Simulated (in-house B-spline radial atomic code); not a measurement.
**Hf³⁺: a test of the knot spacing (logarithmic)**

Aim: see how the result and the number of iterations for Hf³⁺ depend on the knot spacing (logarithmic).

Program: in-house B-spline radial atomic code version 1. Level of theory: Dirac-Hartree-Fock, average of configuration, Fermi nucleus, basis-set limit. These are calculated values, not measurements, unless marked.

### Step 1. What is computed

```
element       : hafnium (Z = 72)
charge        : +3
electrons     : 69
configuration : [Xe] 4f14 5d1
Hamiltonian   : Dirac-Coulomb
nucleus       : Fermi, rms radius 5.347 fm
```

The outer shells:

[Xe] 4f14 5d1
```
[Xe] core
4f [↑↓][↑↓][↑↓][↑↓][↑↓][↑↓][↑↓]
5d [↑ ][  ][  ][  ][  ]
```

The boxes draw the filling by Hund's rule, which heavy ions in jj coupling don't follow; these runs average over all states of the configuration.

A run counts as converged when the orbital gradient is under the tolerance times 72 hartree (or under the basis's noise floor) and the energy moved by less than 1e-8 hartree times the root of its size. Energy differences under 5e-05 hartree are noise.

Settings of the run:

```ini
Z = 72
electrons = 69.0
configuration = [Xe] 4f14 5d1
hamiltonian = dirac
method = hf
spin_polarised = False
nucleus = fermi
rms_radius = 5.347
mass_number = 180
atomic_mass = 179.946559537
speed_of_light = 137.035999084
knot_spacing = 0.22
spline_order = 8
gauss_points = 12
box_radius = 16.22
max_iterations = 70
damping = 0.5
damped_steps = 3
diis_vectors = 10
tolerance = 1e-08
start = Thomas-Fermi
```

From the earlier run of the reference: total energy -15087.275075 hartree. Levels, eight at most:

| orbital | occupation | energy (eV) | <r> (bohr) |
| --- | --- | --- | --- |
| 4d5/2 | 6 | -260.88 | 0.5412 |
| 5s1/2 | 2 | -107.18 | 1.150 |
| 5p1/2 | 2 | -76.235 | 1.266 |
| 5p3/2 | 4 | -67.854 | 1.362 |
| 4f5/2 | 6 | -59.354 | 0.6526 |
| 4f7/2 | 8 | -57.409 | 0.6638 |
| 5d3/2 | 0.4 | -32.561 | 1.923 |
| 5d5/2 | 0.6 | -32.058 | 1.965 |

### Step 2. Knot spacing (logarithmic) 0.1

Settings of the run:

```ini
Z = 72
electrons = 69.0
configuration = [Xe] 4f14 5d1
hamiltonian = dirac
method = hf
spin_polarised = False
nucleus = fermi
rms_radius = 5.347
mass_number = 180
atomic_mass = 179.946559537
speed_of_light = 137.035999084
knot_spacing = 0.1
spline_order = 8
gauss_points = 12
box_radius = 16.22
max_iterations = 70
damping = 0.5
damped_steps = 3
diis_vectors = 10
tolerance = 1e-08
start = Thomas-Fermi
```

Command:

```console
> python run_scf.py task.json out
```

task.json lists these runs, among others, and the program works through them in turn.

### Step 3. Knot spacing (logarithmic) 0.15

The settings differ from step 2 so:

```diff
@@ -11,3 +11,3 @@
 speed_of_light = 137.035999084
-knot_spacing = 0.1
+knot_spacing = 0.15
 spline_order = 8
```

### Step 4. Knot spacing (logarithmic) 0.3

The settings differ from step 3 so:

```diff
@@ -11,3 +11,3 @@
 speed_of_light = 137.035999084
-knot_spacing = 0.15
+knot_spacing = 0.3
 spline_order = 8
```

### Step 5. Knot spacing (logarithmic) 0.4

The settings differ from step 4 so:

```diff
@@ -11,3 +11,3 @@
 speed_of_light = 137.035999084
-knot_spacing = 0.3
+knot_spacing = 0.4
 spline_order = 8
```

### Step 6. Knot spacing (logarithmic) 0.55

The settings differ from step 5 so:

```diff
@@ -11,3 +11,3 @@
 speed_of_light = 137.035999084
-knot_spacing = 0.4
+knot_spacing = 0.55
 spline_order = 8
```

### Step 7. Knot spacing (logarithmic) 0.75

The settings differ from step 6 so:

```diff
@@ -11,3 +11,3 @@
 speed_of_light = 137.035999084
-knot_spacing = 0.55
+knot_spacing = 0.75
 spline_order = 8
```

### Step 8. Knot spacing (logarithmic) 1

The settings differ from step 7 so:

```diff
@@ -11,3 +11,3 @@
 speed_of_light = 137.035999084
-knot_spacing = 0.75
+knot_spacing = 1.0
 spline_order = 8
```

### Step 9. Knot spacing (logarithmic) 1.4

The settings differ from step 8 so:

```diff
@@ -11,3 +11,3 @@
 speed_of_light = 137.035999084
-knot_spacing = 1.0
+knot_spacing = 1.4
 spline_order = 8
```

### Step 10. Knot spacing (logarithmic) 2

The settings differ from step 9 so:

```diff
@@ -11,3 +11,3 @@
 speed_of_light = 137.035999084
-knot_spacing = 1.4
+knot_spacing = 2.0
 spline_order = 8
```

Q: Which of these runs converge to the reference energy, which miss it and by about how much, and which fail?

**Answer**, as computed:

| run | outcome | iterations | energy less the reference (hartree) |
| --- | --- | --- | --- |
| reference | converged | 10 | 0 |
| knot spacing (logarithmic) 0.1 | converged | 10 | below noise |
| knot spacing (logarithmic) 0.15 | converged | 10 | below noise |
| knot spacing (logarithmic) 0.3 | converged | 10 | +6.31e-05 |
| knot spacing (logarithmic) 0.4 | converged | 10 | +0.016 |
| knot spacing (logarithmic) 0.55 | converged | 10 | +2.04 |
| knot spacing (logarithmic) 0.75 | converged | 10 | +57.9 |
| knot spacing (logarithmic) 1 | converged | 10 | +205 |
| knot spacing (logarithmic) 1.4 | converged | 9 | +1.42e+03 |
| knot spacing (logarithmic) 2 | converged | 9 | +2.24e+03 |

What this shows: Of 9 changed inputs, 2 gave the reference energy within 5e-05 hartree and 7 converged to another value. The worst converged miss is +2.24e+03 hartree (knot spacing (logarithmic) 2): knots so far apart cannot follow the orbitals.
